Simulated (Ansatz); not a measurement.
# CH5FOSSi: how energies converge with the basis set

Aim: see how fast density functionals converge with the basis set for CH5FOSSi.

Method: one geometry, several basis sets; program: Ansatz 0.2.0, Gaussian basis.

Plan: PBE0-D4/def2-SVP; ωB97M-V/def2-SVP; PBE0-D4/def2-QZVPP; ωB97M-V/def2-QZVPP; the functionals' def2-TZVPP values are taken from earlier runs.

## (1) The relaxed structure

All runs share one geometry, relaxed beforehand with PBE0-D4 in a triple-zeta def2 set.

SMILES `OC(F)S[SiH3]`, 10 atoms, charge 0, spin multiplicity 1.

Atoms are counted from 1 here; the program's logs count them from 0.

Bond lengths: O1–C2 1.361 Å, O1–H6 0.965 Å, C2–F3 1.369 Å, C2–S4 1.834 Å, C2–H7 1.091 Å, S4–Si5 2.140 Å, Si5–H8 1.484 Å, Si5–H9 1.485 Å, Si5–H10 1.482 Å. Angles: C2–O1–H6 108.6°, O1–C2–F3 110.9°, O1–C2–S4 114.1°, O1–C2–H7 107.6°, F3–C2–S4 105.4°, F3–C2–H7 108.1°, S4–C2–H7 110.6°, C2–S4–Si5 97.6°, S4–Si5–H8 112.4°, S4–Si5–H9 109.6°, S4–Si5–H10 104.9°, H8–Si5–H9 109.4°, H8–Si5–H10 109.8°, H9–Si5–H10 110.8°.

Geometry (Å):

```mol
CH5FOSSi
  3D, bonds by distance, orders not assigned

 10  9  0  0  0  0  0  0  0  0999 V2000
   -0.5672    1.1145    1.1615 O   0  0
    0.6974    0.6341    1.0101 C   0  0
    1.3617    0.6193    2.2073 F   0  0
    0.7745   -1.0904    0.3903 S   0  0
   -0.3957   -0.8069   -1.3791 Si  0  0
   -1.0883    0.4636    1.6482 H   0  0
    1.2287    1.3081    0.3368 H   0  0
   -1.8435   -0.6743   -1.0839 H   0  0
    0.0747    0.4050   -2.0971 H   0  0
   -0.1594   -2.0244   -2.1912 H   0  0
  1  2  8  0
  2  3  8  0
  2  4  8  0
  4  5  8  0
  1  6  8  0
  2  7  8  0
  5  8  8  0
  5  9  8  0
  5 10  8  0
M  END
```

## (2) PBE0-D4 in def2-SVP

File in.yaml:

```yaml
crystal:
  periodic: [false, false, false]
  atoms:
    - {symbol: O, position_ang: [-0.567156, 1.114506, 1.161498]}
    - {symbol: C, position_ang: [0.697434, 0.634150, 1.010117]}
    - {symbol: F, position_ang: [1.361688, 0.619306, 2.207293]}
    - {symbol: S, position_ang: [0.774490, -1.090388, 0.390326]}
    - {symbol: Si, position_ang: [-0.395668, -0.806856, -1.379094]}
    - {symbol: H, position_ang: [-1.088326, 0.463639, 1.648247]}
    - {symbol: H, position_ang: [1.228654, 1.308109, 0.336806]}
    - {symbol: H, position_ang: [-1.843470, -0.674270, -1.083913]}
    - {symbol: H, position_ang: [0.074669, 0.405005, -2.097100]}
    - {symbol: H, position_ang: [-0.159415, -2.024399, -2.191179]}
basis:
  gaussian: {orbitals: def2-SVP}
hamiltonian: {xc: pbe0, dispersion: d4}
output: {orbitals: {seedname: orbitals}}
```

The runs that follow: ωB97M-V in def2-SVP; PBE0-D4 in def2-QZVPP; ωB97M-V in def2-QZVPP.

Before running them: what should the planned runs give, taken together? Wanted: PBE0-D4: double and triple zeta above quadruple; ωB97M-V: double and triple zeta above quadruple.

As calculated:

| quantity | value |
| --- | --- |
| PBE0-D4: double and triple zeta above quadruple | 14.59, 0.91 eV |
| ωB97M-V: double and triple zeta above quadruple | 14.71, 0.86 eV |

PBE0-D4 gains 13.68 eV from double to triple zeta, then 0.91 eV more. These are total energies; as a rule much of such shifts cancels in differences, which this series doesn't test. The LUMO of ωB97M-V is positive and keeps falling with the basis (2.27 to 1.30 eV): an unbound level that the basis holds in place.
